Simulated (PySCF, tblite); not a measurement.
# C₃H₁₂NOPSi₂: infrared bands and NMR shifts

Aim: predict the infrared bands and NMR shifts of C₃H₁₂NOPSi₂ (`C=C[P@@](C)(=O)N([SiH3])[SiH3]`).

Programs: tblite 0.8.0 and PySCF 2.14.0, with density-fitted response routines of our own. Each step states its level of theory. These are calculated values for one molecule in the gas phase, unless marked as measured. Atoms are numbered from 0 throughout.

## 1. Starting geometry

20 atoms, charge 0, multiplicity 1; geometry from: GFN2-xTB.

Bonds of the start (Å): C0–C1 1.32, C1–P2 1.82, P2–C3 1.83, P2–O4 1.46, P2–N5 1.68, N5–Si6 1.75, N5–Si7 1.74, C0–H8 1.08, C0–H9 1.08, C1–H10 1.08, C3–H11 1.09, C3–H12 1.09, C3–H13 1.09, Si6–H14 1.46, Si6–H15 1.46, Si6–H16 1.46, Si7–H17 1.47, Si7–H18 1.46, Si7–H19 1.47.

## 2. Infrared spectrum with GFN2-xTB

The job: settings as JSON, then the geometry in Å.

```
{"job": {"kind": "ir", "xc": "GFN2-xTB", "basis": "xTB"}, "charge": 0, "multiplicity": 1}
C      2.375384     1.635217     0.502819
C      1.497637     1.030719    -0.277723
P      0.618199    -0.425682     0.357990
C      0.977244    -1.778353    -0.824460
O      0.983554    -0.769510     1.733302
N     -1.010360    -0.044466     0.170992
Si    -1.797588     0.262078     1.706746
Si    -1.731621     0.004293    -1.410046
H      2.577125     1.234396     1.483940
H      2.918333     2.520246     0.208076
H      1.253712     1.394061    -1.265093
H      0.365668    -2.635585    -0.546984
H      2.026800    -2.039423    -0.695752
H      0.785573    -1.504370    -1.856965
H     -1.080645     1.330755     2.397871
H     -3.139955     0.694748     1.317976
H     -1.854730    -0.974668     2.479037
H     -0.772564     0.550363    -2.375863
H     -2.889396     0.881032    -1.294586
H     -2.107519    -1.355172    -1.814313
```

**Question.** This job is followed by: GIAO PBE0/pcSseg-1 NMR shielding, non-relativistic, gas phase. Predict these results of the whole session: strongest single infrared mode (GFN2-xTB); zero-point energy (GFN2-xTB); ¹³C shifts against TMS (PBE0/pcSseg-1); ¹H shifts against TMS (PBE0/pcSseg-1, means over atoms taken as alike); ³¹P shifts against H3PO4 (PBE0/pcSseg-1); ¹⁷O shifts against H2O (PBE0/pcSseg-1); ¹⁵N shifts against NH3 (PBE0/pcSseg-1); ²⁹Si shifts against TMS (PBE0/pcSseg-1, means over atoms taken as alike).

The runs gave:

| quantity | value |
| --- | --- |
| strongest single infrared mode (GFN2-xTB) | 800 cm⁻¹, 581 km/mol |
| zero-point energy (GFN2-xTB) | 86.3 kcal/mol |
| ¹³C shifts against TMS (PBE0/pcSseg-1) | 140.8, 139.2, 21.4 ppm |
| ¹H shifts against TMS (PBE0/pcSseg-1, means over atoms taken as alike) | 6.80, 6.62, 6.49, 4.70, 1.59 ppm |
| ³¹P shifts against H3PO4 (PBE0/pcSseg-1) | 7.8 ppm |
| ¹⁷O shifts against H2O (PBE0/pcSseg-1) | 121.5 ppm |
| ¹⁵N shifts against NH3 (PBE0/pcSseg-1) | 36.6 ppm |
| ²⁹Si shifts against TMS (PBE0/pcSseg-1, means over atoms taken as alike) | -53.9 ppm |

In words: All 54 modes are real, so the xTB geometry is a minimum. The strongest single mode, at 800 cm⁻¹, is carried by H17, H19, H15. Unscaled tight-binding wavenumbers are off by several per cent, some by more. Its intensities can rank the bands wrongly. C0 (terminal =CH2 carbon) lies farthest downfield among carbon, at 140.8 ppm; an sp2 carbon of a C=C bond. At PBE0/pcSseg-1: The widest tensor belongs to C0: span 257 ppm, with a paramagnetic part of -208 ppm.
